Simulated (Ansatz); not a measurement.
Working through the interaction energy of a dimer with the counterpoise correction of CH₄BBr, SMILES BCBr

Program: Ansatz's Python interface.

Notebook, run cell by cell (the value of a cell's last expression is shown):

In [1]:
```python
import ansatz
```

In [2]:
```python
FIRST = [
    ("B", (-0.1336, -0.957, -0.1313)),
    ("C", (0.2316, 0.5731, 0.2123)),
    ("Br", (-0.976, 1.8145, -0.7063)),
    ("H", (-0.0814, -1.2715, -1.2683)),
    ("H", (-0.5083, -1.6646, 0.6951)),
    ("H", (1.2802, 0.7708, -0.1148)),
    ("H", (0.1872, 0.7345, 1.3131)),
]
SECOND = [
    ("B", (3.5493, 2.6977, 0.3749)),
    ("C", (4.4751, 3.0038, 1.6562)),
    ("Br", (6.377, 2.9685, 1.1824)),
    ("H", (3.7083, 1.6552, -0.1565)),
    ("H", (2.8391, 3.5049, -0.0351)),
    ("H", (4.2754, 2.2278, 2.4331)),
    ("H", (4.2037, 3.9922, 2.0914)),
]
```

In [3]:
```python
def energy(atoms, ghosts=()):
    molecule = ansatz.Crystal.molecule()
    for symbol, xyz in atoms:
        molecule = molecule.atom(symbol, xyz)
    calc = (
        molecule.calculation()
        .basis(gaussian="def2-SVP")
        .correlation("MP2", electrons="valence")
        .accuracy("medium")  # preset for grids and thresholds
    )
    deck = calc.input()
    if ghosts:
        deck = deck.set(ansatz.key.basis.gaussian.ghost_atoms, [{"symbol": s, "position_ang": list(xyz)} for s, xyz in ghosts])
    return ansatz.Session.from_dict(deck).plan().execute().report["free_energy_ev"]
```

In [4]:
```python
# monomers in their own basis and in the basis of the dimer
both = energy(FIRST + SECOND)
alone = energy(FIRST) + energy(SECOND)
ghosted = energy(FIRST, SECOND) + energy(SECOND, FIRST)
print(f"dimer {both:.6f} eV")
print(f"interaction, uncorrected   {96.485332 * (both - alone):8.3f} kJ/mol")
print(f"interaction, counterpoise  {96.485332 * (both - ghosted):8.3f} kJ/mol")
print(f"basis-set superposition    {96.485332 * (alone - ghosted):8.3f} kJ/mol")
```
```text
dimer -143532.550470 eV
interaction, uncorrected     -2.841 kJ/mol
interaction, counterpoise    -0.668 kJ/mol
basis-set superposition       2.173 kJ/mol
```

Uncorrected it is -2.841 kJ/mol, with the counterpoise correction -0.668 kJ/mol; the difference, 2.173 kJ/mol, is the superposition error.

What to keep in mind:
- The settings weren't tested for convergence.
- The dimer is a generated trial pose of unrelaxed monomers, not a minimum, so the figure is no binding energy, and the basis set is small.
- The whole script took 18 s on 1 thread of Arm Neoverse V2 (shared host), peak memory 0.46 GiB.
